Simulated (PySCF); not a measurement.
# O4Si4: relaxation and vibrations and intensities

The task, for O4Si4: 2 runs in a chain (relaxation and vibrations and intensities).

Method: relaxation, pbe0, def2-tzvp, and further levels as typed in the inputs, in PySCF 2.14.0.

## 1. Starting point

Bond lengths: O1–Si2 1.718 Å, Si2–O3 1.718 Å, O1–Si4 1.718 Å, O3–Si4 1.718 Å, Si4–O5 1.680 Å, O5–Si6 1.680 Å, Si6–Si7 2.350 Å, Si4–O8 1.680 Å, Si7–O8 1.680 Å. Angles: O1–Si2–O3 90.0°, Si2–O1–Si4 90.0°, Si2–O3–Si4 90.0°, O1–Si4–O3 90.0°, O1–Si4–O5 113.7°, O1–Si4–O8 121.5°, O3–Si4–O5 118.2°, O3–Si4–O8 106.2°, O5–Si4–O8 106.9°, Si4–O5–Si6 107.3°, O5–Si6–Si7 103.2°, Si6–Si7–O8 83.9°, Si4–O8–Si7 113.3°.

Structure file:

```xyz
8

O    -0.9316    1.2571   -1.5834
Si   -2.5820    0.7909   -1.6891
O    -2.2866   -0.5024   -0.5972
Si   -0.6362   -0.0362   -0.4915
O    -0.0459    0.4620    1.0003
Si    1.5144   -0.1431    1.1480
Si    1.9172   -1.1052   -0.9579
O     0.2601   -1.3818   -0.9482
```

## 2. Relaxation: O4Si4, charge +1

Input file run.py:

```python
from pyscf import gto, dft
from pyscf.geomopt.geometric_solver import optimize
mol = gto.M(atom="mol.xyz", basis="def2-tzvp", charge=1, spin=1, verbose=4)
mf = dft.UKS(mol, xc="pbe0").density_fit().run(conv_tol=1e-9)
for i in range(6):  # look for a lower solution of the same spin
    mo, _, ok, _ = mf.stability(return_status=True)
    if ok: break
    mf.kernel(mf.make_rdm1(mo, mf.mo_occ))
print(f"converged SCF energy = {mf.e_tot:.10f}, stable: {ok}")
m = optimize(mf, maxsteps=60)
print("optimised structure (A):")
for k in range(m.natm): print(m.atom_symbol(k), *(f"{x:.8f}" for x in m.atom_coords(unit="A")[k]))
```

Started as:

```console
python run.py
```

Log:

```text
; DOI:10.1063/1.454033
pruning grids: <function nwchem_prune at 0x7f4fdc575bc0>
grids dens level: 3
symmetrized grids: False
atomic radii adjust function: <function treutler_atomic_radii_adjust at 0x7f4fdc5768e0>
small_rho_cutoff = 0
Set gradient conv threshold to 3.16228e-05
tot grids = 133048
******** <class 'pyscf.df.df.DF'> ********
auxbasis = def2-tzvp-jkfit
init E= -1458.22284351462
[... the frontier-level lines of each cycle are left out ...]
cycle= 1 E= -1458.22283919089  delta_E= 4.32e-06  |g|= 0.00873  |ddm|= 0.0551
cycle= 2 E= -1458.22285055948  delta_E= -1.14e-05  |g|= 0.0104  |ddm|= 0.0146
cycle= 3 E= -1458.2228945908  delta_E= -4.4e-05  |g|= 0.00314  |ddm|= 0.00731
cycle= 4 E= -1458.22289815314  delta_E= -3.56e-06  |g|= 0.000772  |ddm|= 0.00202
cycle= 5 E= -1458.22289853758  delta_E= -3.84e-07  |g|= 0.000409  |ddm|= 0.00102
cycle= 6 E= -1458.2228986151  delta_E= -7.75e-08  |g|= 0.000195  |ddm|= 0.000369
cycle= 7 E= -1458.22289863817  delta_E= -2.31e-08  |g|= 6.56e-05  |ddm|= 0.000208
cycle= 8 E= -1458.22289864489  delta_E= -6.72e-09  |g|= 4.94e-05  |ddm|= 0.000177
cycle= 9 E= -1458.22289864676  delta_E= -1.87e-09  |g|= 1.28e-05  |ddm|= 7.05e-05
cycle= 10 E= -1458.22289864731  delta_E= -5.54e-10  |g|= 7.15e-06  |ddm|= 4.71e-05
Extra cycle  E= -1458.22289864749  delta_E= -1.82e-10  |g|= 7.38e-06  |ddm|= 2.61e-05
converged SCF energy = -1458.22289864749  <S^2> = 0.76741296  2S+1 = 2.0173378

******** <class 'pyscf.grad.rhf.Gradients_Scanner'> for <class 'pyscf.scf.hf.DFUKS_Scanner'> ********
unit = Eh/Bohr
grid_response = False
--------------- DFUKS_Scanner gradients ---------------
         x                y                z
0 O     0.0011911658    -0.0006856480     0.0008862188
1 Si     0.0000812179    -0.0009258174     0.0008701220
2 O     0.0006187588     0.0006914574    -0.0008202340
3 Si    -0.0010566813     0.0006845742    -0.0009735398
4 O    -0.0002779774     0.0000771260     0.0009651180
5 Si     0.0000038401     0.0008781121     0.0001608310
6 Si     0.0009301441    -0.0007356289     0.0003351046
7 O    -0.0013949487     0.0000509953    -0.0013599417
----------------------------------------------
cycle 10: E = -1458.22289865  dE = -0.0001531  norm(grad) = 0.00393575

Geometry optimization cycle 11
Cartesian coordinates (Angstrom)
 Atom        New coordinates             dX        dY        dZ
   O  -1.075615   1.293462  -1.577907   -0.008272  0.002941 -0.005385
  Si  -2.734398   0.791229  -1.532433   -0.006462 -0.005501 -0.004574
   O  -2.180159  -0.524468  -0.559355   -0.000172  0.002633  0.004508
  Si  -0.657233   0.025004  -0.659409   -0.001079  0.007018 -0.001153
   O   0.077753   0.398250   0.783304    0.007408  0.004802 -0.005370
  Si   1.479972   0.008043   1.471037   -0.000195 -0.025115 -0.005004
  Si   1.864190  -1.617699  -0.854230   -0.003789  0.000624 -0.001237
   O   0.442791  -1.025573  -1.326343    0.001186  0.008066  0.000090
New geometry
   1 O     -1.075614596634   1.293462251698  -1.577907078577 AA   -2.032617003223   2.444289408173  -2.981812228524 Bohr
   2 Si    -2.734397950555   0.791229068521  -1.532433263897 AA   -5.167263242121   1.495206241300  -2.895879172938 Bohr
   3 O     -2.180159373104  -0.524467569957  -0.559354865263 AA   -4.119904123070  -0.991100068435  -1.057027501791 Bohr
   4 Si    -0.657232764563   0.025003565361  -0.659409157488 AA   -1.241989925114   0.047249890670  -1.246102711682 Bohr
   5 O      0.077752916166   0.398249557361   0.783304237172 AA    0.146931716941   0.752582592642   1.480230480466 Bohr
   6 Si     1.479971808083   0.008043006549   1.471036935957 AA    2.796741389355   0.015199079595   2.779856928078 Bohr
   7 Si     1.864190432669  -1.617698783722  -0.854230184464 AA    3.522809361779  -3.057007653276  -1.614261095974 Bohr
   8 O      0.442790502124  -1.025573284117  -1.326343407050 AA    0.836752779573  -1.938052627652  -2.506425786447 Bohr

******** <class 'pyscf.scf.hf.DFUKS_Scanner'> ********
method = DFUKS_Scanner
initial guess = minao
damping factor = 0
level_shift factor = 0
DIIS = <class 'pyscf.scf.diis.CDIIS'>
diis_start_cycle = 1
diis_space = 8
diis_damp = 0
SCF conv_tol = 1e-09
SCF conv_tol_grad = None
SCF max_cycles = 50
direct_scf = False
number electrons alpha = 44  beta = 43
XC library pyscf.dft.libxc version 7.0.0
    S. Lehtola, C. Steigemann, M. J.T. Oliveira, and M. A.L. Marques.,  SoftwareX 7, 1–5 (2018)
XC functionals = pbe0
    C. Adamo and V. Barone.,  J. Chem. Phys. 110, 6158 (1999)
    M. Ernzerhof and G. E. Scuseria.,  J. Chem. Phys. 110, 5029 (1999)
radial grids:
    Treutler-Ahlrichs [JCP 102, 346 (1995); DOI:10.1063/1.469408] (M4) radial grids

becke partition: Becke, JCP 88, 2547 (1988); DOI:10.1063/1.454033
pruning grids: <function nwchem_prune at 0x7f4fdc575bc0>
grids dens level: 3
symmetrized grids: False
atomic radii adjust function: <function treutler_atomic_radii_adjust at 0x7f4fdc5768e0>
small_rho_cutoff = 0
Set gradient conv threshold to 3.16228e-05
tot grids = 133048
******** <class 'pyscf.df.df.DF'> ********
auxbasis = def2-tzvp-jkfit
init E= -1458.22434517026
cycle= 1 E= -1458.22294034189  delta_E= 0.0014  |g|= 0.00373  |ddm|= 0.024
cycle= 2 E= -1458.22294462152  delta_E= -4.28e-06  |g|= 0.0041  |ddm|= 0.00712
cycle= 3 E= -1458.22295183125  delta_E= -7.21e-06  |g|= 0.00147  |ddm|= 0.00331
cycle= 4 E= -1458.22295263542  delta_E= -8.04e-07  |g|= 0.000404  |ddm|= 0.001
cycle= 5 E= -1458.22295274738  delta_E= -1.12e-07  |g|= 0.000244  |ddm|= 0.000564
cycle= 6 E= -1458.22295277778  delta_E= -3.04e-08  |g|= 9.83e-05  |ddm|= 0.000225
cycle= 7 E= -1458.22295278684  delta_E= -9.06e-09  |g|= 3.63e-05  |ddm|= 0.000153
cycle= 8 E= -1458.22295278952  delta_E= -2.68e-09  |g|= 3e-05  |ddm|= 0.000114
cycle= 9 E= -1458.22295279035  delta_E= -8.31e-10  |g|= 8.09e-06  |ddm|= 4.79e-05
Extra cycle  E= -1458.22295279059  delta_E= -2.33e-10  |g|= 7.31e-06  |ddm|= 2.72e-05
converged SCF energy = -1458.22295279059  <S^2> = 0.76751168  2S+1 = 2.0174357

******** <class 'pyscf.grad.rhf.Gradients_Scanner'> for <class 'pyscf.scf.hf.DFUKS_Scanner'> ********
unit = Eh/Bohr
grid_response = False
--------------- DFUKS_Scanner gradients ---------------
         x                y                z
0 O     0.0011074843     0.0000234561     0.0004473471
1 Si    -0.0004747238    -0.0007857044     0.0004603344
2 O     0.0001095130     0.0003943143    -0.0005090458
3 Si    -0.0005434587     0.0003290155    -0.0006039672
4 O    -0.0000144662    -0.0000843101     0.0005278772
5 Si     0.0001347843     0.0002342411    -0.0003772983
6 Si    -0.0000222187    -0.0000221687     0.0004309050
7 O    -0.0001655043    -0.0000407495    -0.0002994395
----------------------------------------------
cycle 11: E = -1458.22295279  dE = -5.41431e-05  norm(grad) = 0.00211743

Geometry optimization cycle 12
Cartesian coordinates (Angstrom)
 Atom        New coordinates             dX        dY        dZ
   O  -1.079276   1.291201  -1.582903   -0.003661 -0.002261 -0.004996
  Si  -2.737344   0.791683  -1.534975   -0.002946  0.000454 -0.002542
   O  -2.184248  -0.520945  -0.554437   -0.004089  0.003522  0.004918
  Si  -0.660105   0.025379  -0.659058   -0.002872  0.000375  0.000351
   O   0.079096   0.397822   0.781049    0.001344 -0.000428 -0.002255
  Si   1.477264  -0.003334   1.471147   -0.002707 -0.011377  0.000110
  Si   1.864652  -1.613632  -0.861088    0.000461  0.004067 -0.006858
   O   0.439786  -1.025879  -1.325334   -0.003004 -0.000306  0.001010
New geometry
   1 O     -1.079275587191   1.291201102473  -1.582902657172 AA   -2.039535272720   2.440016455410  -2.991252503902 Bohr
   2 Si    -2.737343805967   0.791682725122  -1.534975029861 AA   -5.172830102053   1.496063528029  -2.900682414484 Bohr
   3 O     -2.184247998630  -0.520945482920  -0.554436586395 AA   -4.127630505539  -0.984444288548  -1.047733301726 Bohr
   4 Si    -0.660105005244   0.025378856098  -0.659057671998 AA   -1.247417673366   0.047959087380  -1.245438500369 Bohr
   5 O      0.079096465638   0.397821783100   0.781049342027 AA    0.149470657478   0.751774216445   1.475969346202 Bohr
[... 447 lines left out ...]
converged SCF energy = -1458.22298383191  <S^2> = 0.76745177  2S+1 = 2.0173763

******** <class 'pyscf.grad.rhf.Gradients_Scanner'> for <class 'pyscf.scf.hf.DFUKS_Scanner'> ********
unit = Eh/Bohr
grid_response = False
--------------- DFUKS_Scanner gradients ---------------
         x                y                z
0 O     0.0000188341    -0.0001667523     0.0000650873
1 Si     0.0001478615     0.0000351988     0.0000337220
2 O     0.0002082357    -0.0000122764    -0.0000032331
3 Si    -0.0002275191    -0.0000399450     0.0000028163
4 O     0.0000006642     0.0002591347     0.0000383707
5 Si    -0.0000246394    -0.0000141082     0.0001522471
6 Si     0.0001609752    -0.0001126014    -0.0000507800
7 O    -0.0001010558     0.0000597143    -0.0001822027
----------------------------------------------
cycle 17: E = -1458.22298383  dE = 3.6903e-07  norm(grad) = 0.000578173

Geometry optimization cycle 18
Cartesian coordinates (Angstrom)
 Atom        New coordinates             dX        dY        dZ
   O  -1.124324   1.291056  -1.596718   -0.010807  0.001622 -0.000626
  Si  -2.781668   0.797399  -1.524354   -0.011769  0.002100  0.001007
   O  -2.218095  -0.519225  -0.553970   -0.010958  0.000107 -0.003182
  Si  -0.694808   0.024231  -0.679599   -0.010528 -0.000673 -0.004247
   O   0.061238   0.393885   0.752412   -0.007395 -0.003090 -0.005125
  Si   1.438148  -0.057609   1.454165   -0.007838 -0.007895 -0.007399
  Si   1.811854  -1.642065  -0.914062   -0.014074 -0.006451 -0.010919
   O   0.391536  -1.030121  -1.362237   -0.013792 -0.002610 -0.006216
New geometry
   1 O     -1.124324299350   1.291055993170  -1.596718007259 AA   -2.124665000965   2.439742238569  -3.017359731880 Bohr
   2 Si    -2.781668064179   0.797399454547  -1.524354210823 AA   -5.256590810747   1.506866580972  -2.880611975284 Bohr
   3 O     -2.218094553887  -0.519225468515  -0.553970305884 AA   -4.191591225235  -0.981193932391  -1.046852159263 Bohr
   4 Si    -0.694808012837   0.024230853194  -0.679599101192 AA   -1.312996853415   0.045789676301  -1.284256175754 Bohr
   5 O      0.061237567336   0.393884645865   0.752412218896 AA    0.115722230799   0.744334105357   1.421853026489 Bohr
   6 Si     1.438148267166  -0.057608570244   1.454165421671 AA    2.717706351462  -0.108864420188   2.747974386771 Bohr
   7 Si     1.811853655696  -1.642064559710  -0.914062211443 AA    3.423907187057  -3.103052296707  -1.727327240442 Bohr
   8 O      0.391536400029  -1.030121459870  -1.362237380334 AA    0.739896563852  -1.946647434192  -2.574255565475 Bohr

******** <class 'pyscf.scf.hf.DFUKS_Scanner'> ********
method = DFUKS_Scanner
initial guess = minao
damping factor = 0
level_shift factor = 0
DIIS = <class 'pyscf.scf.diis.CDIIS'>
diis_start_cycle = 1
diis_space = 8
diis_damp = 0
SCF conv_tol = 1e-09
SCF conv_tol_grad = None
SCF max_cycles = 50
direct_scf = False
number electrons alpha = 44  beta = 43
XC library pyscf.dft.libxc version 7.0.0
    S. Lehtola, C. Steigemann, M. J.T. Oliveira, and M. A.L. Marques.,  SoftwareX 7, 1–5 (2018)
XC functionals = pbe0
    C. Adamo and V. Barone.,  J. Chem. Phys. 110, 6158 (1999)
    M. Ernzerhof and G. E. Scuseria.,  J. Chem. Phys. 110, 5029 (1999)
radial grids:
    Treutler-Ahlrichs [JCP 102, 346 (1995); DOI:10.1063/1.469408] (M4) radial grids

becke partition: Becke, JCP 88, 2547 (1988); DOI:10.1063/1.454033
pruning grids: <function nwchem_prune at 0x7f4fdc575bc0>
grids dens level: 3
symmetrized grids: False
atomic radii adjust function: <function treutler_atomic_radii_adjust at 0x7f4fdc5768e0>
small_rho_cutoff = 0
Set gradient conv threshold to 3.16228e-05
tot grids = 133048
******** <class 'pyscf.df.df.DF'> ********
auxbasis = def2-tzvp-jkfit
init E= -1458.22263092969
cycle= 1 E= -1458.22298246416  delta_E= -0.000352  |g|= 0.00078  |ddm|= 0.00626
cycle= 2 E= -1458.22298276076  delta_E= -2.97e-07  |g|= 0.000828  |ddm|= 0.00132
cycle= 3 E= -1458.22298299354  delta_E= -2.33e-07  |g|= 0.000359  |ddm|= 0.000612
cycle= 4 E= -1458.22298304491  delta_E= -5.14e-08  |g|= 9.19e-05  |ddm|= 0.000252
cycle= 5 E= -1458.22298305062  delta_E= -5.7e-09  |g|= 4.21e-05  |ddm|= 0.000133
cycle= 6 E= -1458.22298305166  delta_E= -1.04e-09  |g|= 2.69e-05  |ddm|= 5.13e-05
cycle= 7 E= -1458.22298305213  delta_E= -4.72e-10  |g|= 9.01e-06  |ddm|= 3.4e-05
Extra cycle  E= -1458.22298305217  delta_E= -3.77e-11  |g|= 1.2e-05  |ddm|= 1.96e-05
converged SCF energy = -1458.22298305217  <S^2> = 0.76744189  2S+1 = 2.0173665

******** <class 'pyscf.grad.rhf.Gradients_Scanner'> for <class 'pyscf.scf.hf.DFUKS_Scanner'> ********
unit = Eh/Bohr
grid_response = False
--------------- DFUKS_Scanner gradients ---------------
         x                y                z
0 O     0.0002100342    -0.0000685174     0.0001310493
1 Si    -0.0000350711    -0.0001121678     0.0001016533
2 O     0.0001417801     0.0000116501    -0.0001094674
3 Si    -0.0001851681    -0.0000123669    -0.0001240937
4 O     0.0000515035     0.0003261421     0.0000682017
5 Si    -0.0000527984    -0.0000096403     0.0001635708
6 Si     0.0001496068    -0.0001415903    -0.0001415916
7 O    -0.0000909775     0.0000007042    -0.0000401897
----------------------------------------------
cycle 18: E = -1458.22298305  dE = 7.79743e-07  norm(grad) = 0.00062279

Geometry optimization cycle 19
Cartesian coordinates (Angstrom)
 Atom        New coordinates             dX        dY        dZ
   O  -1.128261   1.291795  -1.597034   -0.003936  0.000739 -0.000316
  Si  -2.785907   0.798384  -1.524747   -0.004239  0.000984 -0.000393
   O  -2.222545  -0.518614  -0.554979   -0.004450  0.000611 -0.001008
  Si  -0.698838   0.024237  -0.680690   -0.004030  0.000006 -0.001091
   O   0.058305   0.392252   0.751079   -0.002932 -0.001632 -0.001334
  Si   1.435941  -0.059293   1.451334   -0.002207 -0.001684 -0.002831
  Si   1.807061  -1.643221  -0.916477   -0.004792 -0.001156 -0.002414
   O   0.386857  -1.030604  -1.363504   -0.004679 -0.000483 -0.001266
New geometry
   1 O     -1.128260655911   1.291795479804  -1.597033881247 AA   -2.132103636794   2.441139665782  -3.017956647208 Bohr
   2 Si    -2.785907241181   0.798383598799  -1.524747031047 AA   -5.264601694274   1.508726344074  -2.881354297922 Bohr
   3 O     -2.222544986873  -0.518614241528  -0.554978670576 AA   -4.200001324715  -0.980038880786  -1.048757692364 Bohr
   4 Si    -0.698838168431   0.024237203142  -0.680690490328 AA   -1.320612743727   0.045801675964  -1.286318602317 Bohr
   5 O      0.058305147523   0.392252212559   0.751078709528 AA    0.110180760470   0.741249253491   1.419333059000 Bohr
   6 Si     1.435940808795  -0.059292794511   1.451334033786 AA    2.713534859709  -0.112047142786   2.742623839116 Bohr
   7 Si     1.807061487180  -1.643220768626  -0.916476638065 AA    3.414851301020  -3.105237214901  -1.731889845506 Bohr
   8 O      0.386857454519  -1.030604393813  -1.363503644811 AA    0.731054638287  -1.947560047079  -2.576648458539 Bohr

******** <class 'pyscf.scf.hf.DFUKS_Scanner'> ********
method = DFUKS_Scanner
initial guess = minao
damping factor = 0
level_shift factor = 0
DIIS = <class 'pyscf.scf.diis.CDIIS'>
diis_start_cycle = 1
diis_space = 8
diis_damp = 0
SCF conv_tol = 1e-09
SCF conv_tol_grad = None
SCF max_cycles = 50
direct_scf = False
number electrons alpha = 44  beta = 43
XC library pyscf.dft.libxc version 7.0.0
    S. Lehtola, C. Steigemann, M. J.T. Oliveira, and M. A.L. Marques.,  SoftwareX 7, 1–5 (2018)
XC functionals = pbe0
    C. Adamo and V. Barone.,  J. Chem. Phys. 110, 6158 (1999)
    M. Ernzerhof and G. E. Scuseria.,  J. Chem. Phys. 110, 5029 (1999)
radial grids:
    Treutler-Ahlrichs [JCP 102, 346 (1995); DOI:10.1063/1.469408] (M4) radial grids

becke partition: Becke, JCP 88, 2547 (1988); DOI:10.1063/1.454033
pruning grids: <function nwchem_prune at 0x7f4fdc575bc0>
grids dens level: 3
symmetrized grids: False
atomic radii adjust function: <function treutler_atomic_radii_adjust at 0x7f4fdc5768e0>
small_rho_cutoff = 0
Set gradient conv threshold to 3.16228e-05
tot grids = 133048
******** <class 'pyscf.df.df.DF'> ********
auxbasis = def2-tzvp-jkfit
init E= -1458.22307044737
cycle= 1 E= -1458.22298365139  delta_E= 8.68e-05  |g|= 0.000278  |ddm|= 0.00184
cycle= 2 E= -1458.22298366949  delta_E= -1.81e-08  |g|= 0.000318  |ddm|= 0.00054
cycle= 3 E= -1458.22298371079  delta_E= -4.13e-08  |g|= 0.000108  |ddm|= 0.000247
cycle= 4 E= -1458.22298371498  delta_E= -4.19e-09  |g|= 3.69e-05  |ddm|= 7.99e-05
cycle= 5 E= -1458.2229837157  delta_E= -7.24e-10  |g|= 1.87e-05  |ddm|= 4.11e-05
Extra cycle  E= -1458.22298371554  delta_E= 1.64e-10  |g|= 3.27e-05  |ddm|= 2.97e-05
converged SCF energy = -1458.22298371554  <S^2> = 0.76744443  2S+1 = 2.017369

******** <class 'pyscf.grad.rhf.Gradients_Scanner'> for <class 'pyscf.scf.hf.DFUKS_Scanner'> ********
unit = Eh/Bohr
grid_response = False
--------------- DFUKS_Scanner gradients ---------------
         x                y                z
0 O     0.0002070109     0.0000246153     0.0000940051
1 Si    -0.0001105101    -0.0001377048     0.0000906451
2 O     0.0000388863     0.0000049751    -0.0001149339
3 Si    -0.0000424520    -0.0000209713    -0.0001120574
4 O     0.0000860919     0.0002411076     0.0000165822
5 Si    -0.0000485051    -0.0000180932     0.0001266994
6 Si     0.0000681750    -0.0000933464    -0.0001410107
7 O    -0.0000087050    -0.0000095770     0.0000884442
----------------------------------------------
cycle 19: E = -1458.22298372  dE = -6.63369e-07  norm(grad) = 0.000497012
optimised structure (A):
O -1.12826066 1.29179548 -1.59703388
Si -2.78590724 0.79838360 -1.52474703
O -2.22254499 -0.51861424 -0.55497867
Si -0.69883817 0.02423720 -0.68069049
O 0.05830515 0.39225221 0.75107871
Si 1.43594081 -0.05929279 1.45133403
Si 1.80706149 -1.64322077 -0.91647664
O 0.38685745 -1.03060439 -1.36350364
```

It took 16 min on 2 threads of AMD EPYC 9R14 (Zen 4), shared host.

[end of part 1 of 2]
